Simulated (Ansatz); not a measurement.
# AlNi3: the cost of one run

Computed with Ansatz 0.2.0 (DFT PBEsol, scalar-relativistic, plane waves, PAW, unless a step's input says otherwise).

**1. The system as given**

Symmetry: Fm-3m, No. 225, cubic system. Conventional cell: a = 5.597 Å, b = 5.597 Å, c = 5.597 Å, α = 90.00°, β = 90.00°, γ = 90.00°. Al (site symmetry m-3m) is surrounded by 8 Ni at 2.42 Å. Ni (site symmetry -43m) has 4 Al at 2.42 Å and 4 Ni at 2.42 Å as nearest neighbours. Ni (site symmetry m-3m) is surrounded by 8 Ni at 2.42 Å.

Coordinates:

```xyz
4
Lattice="0.0000 2.7984 2.7984 2.7984 0.0000 2.7984 2.7984 2.7984 0.0000" Properties=species:S:1:pos:R:3 pbc="T T T"
Al    2.7984    2.7984    2.7984
Ni    1.3992    1.3992    1.3992
Ni    0.0000    0.0000    0.0000
Ni    4.1976    4.1976    4.1976
```

It goes back to an entry of the Materials Project, which need not be the stable form.

This cell was relaxed beforehand with the same method: volume 10.96 Å³/atom, gap on the mesh none (metal).

**2. The reference: the undisturbed cell on the scan's mesh**

Contents of input.yaml:

```yaml
crystal:
  lattice:
    - [0.0, 2.7984078565, 2.7984078565]
    - [2.7984078565, 0.0, 2.7984078565]
    - [2.7984078565, 2.7984078565, 0.0]
  atoms:
    - { symbol: Al, position: [0.5, 0.5, 0.5] }
    - { symbol: Ni, position: [0.25, 0.25, 0.25] }
    - { symbol: Ni, position: [0.0, 0.0, 0.0] }
    - { symbol: Ni, position: [0.75, 0.75, 0.75] }
basis:
  ecutwfc: 420
kpoints:
  mp_grid: { grid: [14, 14, 14] }
hamiltonian:
  xc: pbesol
scf:
  occupations: { method: gaussian, width: 0.15 }
output:
  forces: true
  stress: true
  eigenvalues: true
  write_density: true
  write_potential: true
  elf: true
  volumetric_format: npy
```

On the command line:

```
> ansatz run input.yaml --threads 1 --pin off --max-ram 2560MiB --backend cpu --events-out ev --progress --plain --runs-dir out
```

Q: Estimate wall time and peak memory on 1 thread of Intel Xeon 6975P-C (Granite Rapids), shared host.

About 5 s, with a peak of 0.46 GiB.
